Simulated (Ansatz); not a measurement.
# HfSn3O8: the cost of one run

Computed with Ansatz 0.2.0 (DFT PBE, scalar-relativistic, plane waves, PAW, unless a step's input says otherwise).

1 further run of the same task is left out (set aside as unsound or not needed). Runs told in other sessions of the task aren't counted.

## (1) Starting point

It takes space group Cm (No. 8, monoclinic). Conventional cell: a = 11.326 Å, b = 4.021 Å, c = 8.045 Å, α = 90.00°, β = 110.93°, γ = 90.00°. Around Hf (site symmetry m) lie 6 O at 2.07 to 2.15 Å. Around Sn (site symmetry m) lie 6 O at 2.07 to 2.13 Å. Sn (site symmetry m) is surrounded by 6 O at 2.07 to 2.11 Å. Around Sn (site symmetry m) lie 6 O at 2.08 to 2.12 Å. Around O (site symmetry m) lie 2 Hf at 2.08 Å and 1 Sn at 2.11 Å. Around O (site symmetry m) lie 1 Hf at 2.07 Å and 2 Sn at 2.08 to 2.13 Å. O (site symmetry m) is surrounded by 1 Hf at 2.08 Å and 2 Sn at 2.09 to 2.11 Å. O (site symmetry m) is surrounded by 3 Sn at 2.08 to 2.12 Å. Only part of the 12 independent sites is listed.

Structure file:

```
Hf Sn O
1.0
     5.66322   -2.01068    0.00000
     5.66322    2.01068    0.00000
    -2.87429    0.00000    7.51450
Hf Sn O
1 3 8
Direct
  0.12013 0.12013 0.06151
  0.37628 0.37628 0.43828
  0.37028 0.37028 0.93759
  0.12660 0.12660 0.56251
  0.56959 0.56959 0.03615
  0.17487 0.17487 0.33616
  0.17124 0.17124 0.83793
  0.57691 0.57691 0.53760
  0.32578 0.32578 0.66325
  0.91839 0.91839 0.96193
  0.92608 0.92608 0.46354
  0.32309 0.32309 0.16356
```

It is the end of an earlier relaxation with the same method, from a generated guess; it needn't be the stable form of this composition. At a tolerance of 0.02 Å it has space group Cm (No. 8); it has 14.26 Å³/atom, an uncorrected energy of -2.02 eV/atom over the elements.

## (2) Static run: bands, density of states and charges

File input.yaml:

```yaml
crystal:
  lattice:
    - [5.6632234, -2.0106792, 0.0]
    - [5.6632234, 2.0106792, 0.0]
    - [-2.8742927, 0.0, 7.5144981]
  atoms:
    - { symbol: Hf, position: [0.120128, 0.120128, 0.061508] }
    - { symbol: Sn, position: [0.376281, 0.376281, 0.438281] }
    - { symbol: Sn, position: [0.370278, 0.370278, 0.937589] }
    - { symbol: Sn, position: [0.126601, 0.126601, 0.562513] }
    - { symbol: O, position: [0.569592, 0.569592, 0.036148] }
    - { symbol: O, position: [0.174867, 0.174867, 0.33616] }
    - { symbol: O, position: [0.171243, 0.171243, 0.837927] }
    - { symbol: O, position: [0.57691, 0.57691, 0.537598] }
    - { symbol: O, position: [0.325777, 0.325777, 0.663246] }
    - { symbol: O, position: [0.918395, 0.918395, 0.961934] }
    - { symbol: O, position: [0.926082, 0.926082, 0.463539] }
    - { symbol: O, position: [0.323092, 0.323092, 0.163558] }
basis:
  ecutwfc: 420
kpoints:
  mp_grid: { grid: [8, 8, 4] }
  band_path:
    path:
      - [[0.0, 0.0, 0.0], [-0.28612424, 0.28612424, 0.0]]
      - [[-0.71387576, -0.28612424, 0.0], [-0.5, -0.5, 0.0], [0.0, 0.0, 0.0], [-0.5, -0.5, 0.5], [-0.73204442, -0.26795558, 0.5]]
      - [[-0.26795558, 0.26795558, 0.5], [0.0, 0.0, 0.5], [0.0, 0.0, 0.0]]
      - [[-0.5, 0.0, 0.5], [0.0, 0.0, 0.0], [-0.5, 0.0, 0.0]]
    npoints: 10
hamiltonian:
  xc: pbe
scf:
  occupations: { method: gaussian, width: 0.02 }
  n_extra_bands: 30
output:
  forces: true
  stress: true
  eigenvalues: true
  populations: true
  dos: { projected: true, de: 0.02, nscf_kmesh: { grid: [12, 12, 6] } }
  bader: false
  write_density: true
  write_potential: true
  elf: true
  volumetric_format: npy
```

The run is started by

```
$ ansatz run input.yaml --threads 4 --pin off --max-ram 8192MiB --backend cpu --events-out ev --progress --plain --runs-dir out
```

What time and memory should one allow on 4 threads of Intel Xeon 6975P-C (Granite Rapids), shared host?

About 83 s, with a peak of 2.3 GiB.
